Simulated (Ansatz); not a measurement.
# LiTlSe2: a single-point run

The task is a single-point run on LiTlSe2. The structure is shown as the input types it. The cell is built on a prototype (ordering on zincblende) and needn't be the phase found in nature.

Method: density functional or hybrid calculation with the settings of its input, plane waves (as first typed), in Ansatz 0.2.0.

2 further runs of the same task are left out: 2 that didn't finish.

## (1) The structure to begin with

Symmetry: P-4m2, No. 115, tetragonal system. The conventional cell has a = 4.264 Å, b = 4.264 Å, c = 5.980 Å, α = 90.00°, β = 90.00°, γ = 90.00°. Around Li (site symmetry -4m2) lie 4 Se at 2.53 Å. Se (site symmetry 2mm) has 2 Li at 2.53 Å and 2 Tl at 2.68 Å as nearest neighbours. Around Tl (site symmetry -4m2) lie 4 Se at 2.68 Å.

Coordinates:

```
CELL_PARAMETERS angstrom
4.26392 0.00000 0.00000
0.00000 4.26392 0.00000
0.00000 0.00000 5.98025
ATOMIC_POSITIONS crystal
Li 0.00000 0.00000 0.00000
Se 0.00000 0.50000 0.22921
Tl 0.50000 0.50000 0.50000
Se 0.50000 0.00000 0.77079
```

## (2) Running it

input.yaml

```yaml
crystal:
  lattice:
    - [4.263924813, 0.0, 0.0]
    - [0.0, 4.263924813, 0.0]
    - [0.0, 0.0, 5.9802485926]
  atoms:
    - { symbol: Li, position: [0.0, 0.0, 0.0] }
    - { symbol: Se, position: [0.0, 0.5, 0.2292133967] }
    - { symbol: Tl, position: [0.5, 0.5, 0.5] }
    - { symbol: Se, position: [0.5, 0.0, 0.7707866033] }
kpoints:
  mp_grid: { grid: [4, 4, 4] }
hamiltonian:
  xc: pbe
scf:
  occupations: { method: fixed }
  n_extra_bands: 5
  max_iter: 50
output:
  forces: true
  stress: true
  eigenvalues: true
basis:
  ecutwfc: 160
```

Command:

```sh
$ ansatz run input.yaml --threads 4 --pin off --max-ram 3686MiB --backend cpu --events-out ev --progress --plain --runs-dir out
```

What happens when this is run?

This run ends as converged, with warnings (cutoff below recommended). Its log warns: «basis.ecutwfc = 160 eV is below the records' recommended 420 eV ...»

In the input, basis.ecutwfc is 160. The cutoff lies far under what these potentials need. The potentials' recommended cutoff is 420 eV.

To check: delete basis.ecutwfc (the default then holds).
